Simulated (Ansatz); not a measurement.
# C2H6GeSi: basis-set convergence

The task here is to estimate one member of a computed series from the others.

Computed with Ansatz 0.2.0, Gaussian basis. Level: one geometry, several basis sets.

The runs, in order: PBE0-D4/def2-SVP; ωB97M-V/def2-SVP; PBE0-D4/def2-QZVPP; ωB97M-V/def2-QZVPP; the functionals' def2-TZVPP values are taken from earlier runs.

### The relaxed structure

All runs share one geometry, relaxed beforehand with PBE0-D4 in a triple-zeta def2 set.

SMILES `[SiH3]C#[C][GeH3]`, 10 atoms, charge 0, spin multiplicity 1.

Atoms are counted from 1 here; the program's logs count them from 0.

Bond lengths: Si1–C2 1.823 Å, Si1–H5 1.484 Å, Si1–H6 1.484 Å, Si1–H7 1.484 Å, C2–C3 1.213 Å, C3–Ge4 1.902 Å, Ge4–H8 1.533 Å, Ge4–H9 1.533 Å, Ge4–H10 1.533 Å. Angles: C2–Si1–H5 109.4°, C2–Si1–H6 109.4°, C2–Si1–H7 109.3°, H5–Si1–H6 109.6°, H5–Si1–H7 109.6°, H6–Si1–H7 109.6°, Si1–C2–C3 179.9°, C2–C3–Ge4 179.8°, C3–Ge4–H8 108.6°, C3–Ge4–H9 108.6°, C3–Ge4–H10 108.5°, H8–Ge4–H9 110.4°, H8–Ge4–H10 110.4°, H9–Ge4–H10 110.4°.

The first run:

Input file in.yaml:

```yaml
crystal:
  periodic: [false, false, false]
  atoms:
    - {symbol: Si, position_ang: [-1.195462, 1.664498, -1.346818]}
    - {symbol: C, position_ang: [-0.307495, 0.425381, -0.346914]}
    - {symbol: C, position_ang: [0.285719, -0.398714, 0.317392]}
    - {symbol: Ge, position_ang: [1.220909, -1.687097, 1.357329]}
    - {symbol: H, position_ang: [-2.005245, 0.974227, -2.380688]}
    - {symbol: H, position_ang: [-2.086352, 2.460623, -0.467262]}
    - {symbol: H, position_ang: [-0.212986, 2.562255, -2.002524]}
    - {symbol: H, position_ang: [0.755857, -3.085839, 0.936943]}
    - {symbol: H, position_ang: [0.905398, -1.442516, 2.837231]}
    - {symbol: H, position_ang: [2.722857, -1.524118, 1.098212]}
basis:
  gaussian: {orbitals: def2-SVP}
hamiltonian: {xc: pbe0, dispersion: d4}
output: {orbitals: {seedname: orbitals}}
```

Among the steps run: PBE0-D4 in def2-SVP; ωB97M-V in def2-SVP; PBE0-D4 in def2-QZVPP; ωB97M-V in def2-QZVPP.

One table of the session follows, with a row left open; its other results are not shown here.

It belongs to the step «Functionals by basis». 

```
functional       basis  HOMO (eV)  LUMO (eV)
   PBE0-D4    def2-SVP          ?          ?
   PBE0-D4  def2-TZVPP      -8.09      -0.45
   PBE0-D4  def2-QZVPP      -8.09      -0.48
   ωB97M-V    def2-SVP     -10.21       1.72
   ωB97M-V  def2-TZVPP     -10.29       1.54
   ωB97M-V  def2-QZVPP     -10.29       1.47
```

Estimate the missing values for PBE0-D4, def2-SVP.

The run gave: HOMO (eV): -8.05; LUMO (eV): -0.34. In the column «HOMO (eV)» it is the highest.
